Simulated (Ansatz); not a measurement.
Geometry optimisation, DFT PBE-D3(BJ), scalar-relativistic, plane waves, PAW (Ansatz 0.2.0).

input.yaml

```yaml
crystal:
  lattice:
    - [6.42, 0.0, 0.0]
    - [-4.815, 8.339825, 0.0]
    - [0.0, 0.0, 5.21304]
  atoms:
    - { symbol: Mg, position: [0.0, 0.0, 0.0] }
    - { symbol: Mg, position: [0.16666666, 0.22222221, 0.5] }
    - { symbol: Mg, position: [-1.0e-08, 0.33333332, 0.0] }
    - { symbol: Mg, position: [0.16666665, 0.55555553, 0.5] }
    - { symbol: Mg, position: [-2.0e-08, 0.66666664, 0.0] }
    - { symbol: Mg, position: [0.16666664, 0.88888885, 0.5] }
    - { symbol: Mg, position: [0.5, 0.0, 0.0] }
    - { symbol: Mg, position: [0.66666666, 0.22222221, 0.5] }
    - { symbol: Mg, position: [0.49999999, 0.33333332, 0.0] }
    - { symbol: Mg, position: [0.66666665, 0.55555553, 0.5] }
    - { symbol: Mg, position: [0.49999998, 0.66666664, 0.0] }
    - { symbol: Mg, position: [0.66666664, 0.88888885, 0.5] }
    - { symbol: H, position: [0.00284277, 0.67110315, 0.37945289] }
basis:
  ecutwfc: 420.0
kpoints:
  mp_grid: { grid: [3, 2, 3] }
hamiltonian:
  xc: pbe
  dispersion: d3bj
scf:
  occupations: { method: gaussian, width: 0.15 }
  lower_state_search: "off"
relax:
  f_tol: 0.03
  max_steps: 60
  adjacent_minimum: "off"
output:
  write_density: true
  write_potential: true
  elf: true
  volumetric_format: npy
```

Command:

```bash
$ ansatz run input.yaml --threads 2 --pin off --max-ram 5120MiB --backend cpu --events-out ev --progress --plain --runs-dir out
```

**Question.** Where does it end, and by what steps?

**Answer.** The forces met the threshold. Limits of this set-up: coarse k mesh, odd electron count without spin, a small cell, in which the defect meets its images, a typed lattice constant that wasn't relaxed here. After 3 steps the energy has fallen by 0.037 eV; H13 moved furthest, 0.09 Å.

```csv
step,energy less start (eV),largest force component (eV/Å),accepted
0,0.0000,0.354,yes
1,-0.0312,0.157,yes
2,-0.0369,0.041,yes
3,-0.0374,0.024,yes
```

```xyz
13
Lattice="6.4200 0.0000 0.0000 -4.8150 8.3398 0.0000 0.0000 0.0000 5.2130" Properties=species:S:1:pos:R:3
Mg -0.004 0.004 -0.016
Mg -0.017 1.845 2.598
Mg -1.604 2.780 -0.017
Mg -1.557 4.583 2.622
Mg -3.208 5.564 0.021
Mg -3.220 7.494 2.611
Mg 3.215 0.006 -0.020
Mg 3.223 1.870 2.575
Mg 1.597 2.771 -0.013
Mg 1.561 4.592 2.624
Mg -0.001 5.567 -0.020
Mg 0.007 7.422 2.588
H -3.206 5.576 2.061
```

Whether the end is a true minimum wasn't checked by a vibrational analysis.

Time of the run: 36 s on 2 threads of Arm Neoverse V1, on a shared host, peak memory 0.64 GiB.
